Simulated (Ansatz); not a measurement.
**UB3LYP/6-31G(d) (spherical functions) run of doublet [C2HClF4]+**

Aim: a single-point energy of doublet [C2HClF4]+. 

The calculation is run with Ansatz 0.2.0.

53 further runs of the same task are left out: 53 set aside as unsound or not needed. Runs told in other sessions of the task aren't counted.

## (1) The system as given

[C2HClF4]+ has 8 atoms, charge +1, and is taken as a doublet. As SMILES of the parent species, `FC(Cl)C(F)(F)F`. The coordinates come from a PBE0-D4/def2-TZVP relaxation. That shape belongs to the parent species and isn't relaxed for this state.

Bond lengths: F1–C2 1.349 Å, C2–Cl3 1.755 Å, C2–C4 1.533 Å, C4–F5 1.330 Å, C4–F6 1.325 Å, C4–F7 1.333 Å, C2–H8 1.091 Å. Some angles: F1–C2–Cl3 110.5°, F1–C2–C4 108.4°, Cl3–C2–C4 110.8°, C2–C4–F5 110.2°, C2–C4–F6 112.1°, C2–C4–F7 108.9°, F5–C4–F6 109.0°, F5–C4–F7 108.2°, F6–C4–F7 108.4°, F1–C2–H8 109.6°.

## (2) A single-point energy at UB3LYP/6-31G(d) (spherical functions)

molecule.yaml

```yaml
crystal:
  periodic: [false, false, false]
  atoms:
    - symbol: F
      position_ang: [-1.009760, -0.997300, 1.034070]
    - symbol: C
      position_ang: [-0.026700, -0.752310, 0.143750]
    - symbol: Cl
      position_ang: [1.532940, -1.198140, 0.813200]
    - symbol: C
      position_ang: [-0.058240, 0.737850, -0.214790]
    - symbol: F
      position_ang: [0.860470, 1.007860, -1.137810]
    - symbol: F
      position_ang: [0.152480, 1.509050, 0.841250]
    - symbol: F
      position_ang: [-1.256040, 1.034230, -0.720280]
    - symbol: H
      position_ang: [-0.195140, -1.341240, -0.759390]
basis:
  gaussian:
    orbitals: 6-31G_st_-spherical.json
total_charge: 1
magnetization:
  spin_polarized: true
  initial_magnetization: 1
hamiltonian:
  xc: {name: B3LYP}
accuracy: high
output: {orbitals: {seedname: orbitals}}
```

The basis set 6-31G* is read from a file made from the Basis Set Exchange's data (not shown).

Started as:

```console
$ ansatz run molecule.yaml --threads 1 --pin off --max-ram 3480MiB --events-out events.jsonl --progress --plain --runs-dir runs
```

Log:

```text
Warning: RAYON_NUM_THREADS=1 ignored (pool sized by the plan → 1); use --threads N
Functional definition: B3LYP
  name "B3LYP"
  parameter a0 = 0.2
  parameter ax = 0.72
  parameter ac = 0.81
  exchange = (1 - a0 - ax)*slater_x + ax*b88_x + a0*exact_x
  correlation = (1 - ac)*vwn_rpa_c + ac*lyp_c
2392 factors; integrals over basis functions are off by at most 4.2e-9 eV
mean field evaluation 1: about -25459.3770 eV, gradient 4.9e1 eV
mean field evaluation 2: about -25435.1131 eV, gradient 9.2e1 eV
mean field evaluation 4: about -25467.3115 eV, gradient 4.3e0 eV
mean field evaluation 8: about -25467.6588 eV, gradient 8.3e-1 eV
mean field evaluation 16: about -25467.6691 eV, gradient 4.9e-2 eV
mean field evaluation 32: about -25467.6693 eV, gradient 7.4e-6 eV
mean field -25467.66931415 eV, -935.9195846888 hartree, gradient 1.0e-7 eV, S^2 0.752121; 4 other end points of the search recorded, 0 dependent functions left out
reference -25467.66934266 eV, -935.9195857365 hartree; 33, 32 occupied and 71, 72 virtual orbitals, 2392 factors
Total energy: -25467.66934266 eV, -935.9195857365 hartree
```

Wall time 21 s (1 thread of Intel Xeon Platinum 8488C (Sapphire Rapids), shared host); peak memory 0.64 GiB.

## (3) What came out

At UB3LYP/6-31G* (spherical functions):

| quantity | value |
| --- | --- |
| total energy | -935.91959 Eh |
| HOMO energy (highest over α and β) | -16.81 eV |
| LUMO energy (lowest over α and β) | -14.51 eV |
| ⟨S²⟩ | 0.752 |
